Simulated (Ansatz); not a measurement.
**InNH6: a ladder of functionals and wavefunction methods**

Aim: compute InNH6 with functionals from several rungs and with coupled cluster. The yardstick is the atomisation energy at the CCSD(T) limit.

Program: Ansatz 0.2.0, Gaussian basis. Level of theory: functionals in def2-TZVPP, the program's frozen cores in correlated methods. These are calculated values, not measurements.

The runs, in order: LDA (SPW92), PBE-D4, revPBE-D4, BLYP-D4, r2SCAN-D4, B97M-V, PBE0-D4, B3LYP-D4, r2SCANh-D4, r2SCAN0-D4, HSE06-D4, BHLYP-D4, CAM-B3LYP-D4, LC-ωPBE, ωB97X-V, ωB97M-V, B2PLYP, PBE-QIDH; CCSD(T)/def2-SVP; CCSD(T)/def2-TZVPP; CCSD(T)/def2-QZVPP; extrapolation to the limit; RPA on PBE.

**1. The relaxed structure**

The geometry comes from an earlier relaxation with PBE0-D4 in a triple-zeta def2 set; it is a stationary point, not always the lowest conformer. In takes the def2 core potential; no spin-orbit term is included.

SMILES `[NH3+][InH3-]`, 8 atoms, charge 0, spin multiplicity 1.

Atoms are counted from 1 here; the program's logs count them from 0.

Bond lengths: N1–In2 2.394 Å, N1–H3 1.013 Å, N1–H4 1.013 Å, N1–H5 1.013 Å, In2–H6 1.736 Å, In2–H7 1.736 Å, In2–H8 1.736 Å. Angles: In2–N1–H3 110.9°, In2–N1–H4 110.8°, In2–N1–H5 110.8°, H3–N1–H4 108.1°, H3–N1–H5 108.1°, H4–N1–H5 108.1°, N1–In2–H6 96.2°, N1–In2–H7 96.2°, N1–In2–H8 96.2°, H6–In2–H7 118.8°, H6–In2–H8 118.8°, H7–In2–H8 118.8°.

**2. LDA**

This LDA is Slater exchange with PW92 correlation.

File in.yaml:

```yaml
crystal:
  periodic: [false, false, false]
  atoms:
    - {symbol: N, position_ang: [-0.531182, 0.146143, -0.988818]}
    - {symbol: In, position_ang: [0.616209, -0.177907, 1.086900]}
    - {symbol: H, position_ang: [0.069939, -0.080384, -1.772347]}
    - {symbol: H, position_ang: [-1.352992, -0.444054, -1.042433]}
    - {symbol: H, position_ang: [-0.829021, 1.109327, -1.089543]}
    - {symbol: H, position_ang: [-0.700190, 0.311336, 2.107867]}
    - {symbol: H, position_ang: [0.922654, -1.873102, 0.870029]}
    - {symbol: H, position_ang: [1.896783, 0.951640, 0.772445]}
basis:
  gaussian: {orbitals: def2-TZVPP}
hamiltonian: {xc: lda}
output: {orbitals: {seedname: orbitals}}
```

Started as:

```console
$ ansatz run in.yaml --threads 2 --pin off --events-out ev --progress --plain --max-ram 32768MiB --backend cpu
```

The runs that follow: PBE-D4 (GGA); revPBE-D4 (GGA); BLYP-D4 (GGA); r2SCAN-D4 (meta-GGA); B97M-V (meta-GGA); B3LYP-D4 (hybrid); r2SCANh-D4 (hybrid); r2SCAN0-D4 (hybrid); HSE06-D4 (hybrid); BHLYP-D4 (hybrid); CAM-B3LYP-D4 (range-separated); LC-ωPBE (range-separated); ωB97X-V (range-separated); ωB97M-V (range-separated); B2PLYP (double hybrid); PBE-QIDH (double hybrid); CCSD(T) in def2-SVP; CCSD(T) in def2-TZVPP; CCSD(T) in def2-QZVPP; RPA on PBE orbitals.

Q: Predict the results of all the runs planned. Wanted: atomisation energy, CCSD(T)/CBS; farthest beyond LDA; mean size of error, GGA; mean size of error, meta-GGA; mean size of error, hybrid; mean size of error, range-separated; mean size of error, double hybrid; gap, smallest and largest; T1 diagnostic.

The runs gave:

| quantity | value |
| --- | --- |
| atomisation energy, CCSD(T)/CBS | 21.480 eV |
| functionals within 0.215 eV (1.0 %) | B97M-V, B3LYP-D4, CAM-B3LYP-D4, ωB97X-V, ωB97M-V |
| farthest beyond LDA | revPBE-D4 (-0.751 eV) |
| mean size of error, GGA | 0.463 eV |
| mean size of error, meta-GGA | 0.205 eV |
| mean size of error, hybrid | 0.433 eV |
| mean size of error, range-separated | 0.108 eV |
| mean size of error, double hybrid | 0.545 eV |
| gap, smallest and largest | 4.73 eV (BLYP-D4), 11.28 eV (LC-ωPBE) |
| T1 diagnostic | 0.0127 |
| triples share of the correlation energy | 2.7 % |

In words: The LDA atomisation energy is off by 2.573 eV (12 %): it overbinds. PBE-D4 misses by -0.310 eV. Double hybrids carry the basis error of their MP2 part in triple zeta, and no dispersion term here, so their miss is partly the set-up's. The rungs range-separated, meta-GGA miss on average by less than the doubt on the reference (0.215 eV), so they tie. The reference freezes the cores and leaves out spin-orbit coupling and excitations past (T), and its outer-core shells are covered unevenly, so misses under about 0.215 eV can't be ranked. All levels share the lack of spin-orbit coupling, which lowers the free heavy atoms and so the true binding. Hartree-Fock recovers 70 % of the binding; the rest is correlation. CCSD(T) in def2-SVP is off by -1.462 eV, so the small basis spoils what the method gains. The gap grows from 4.7 to 11.3 eV across the functionals, mostly with the share of exact exchange. Correlated methods include outer-core shells of In, which these sets cover unevenly.
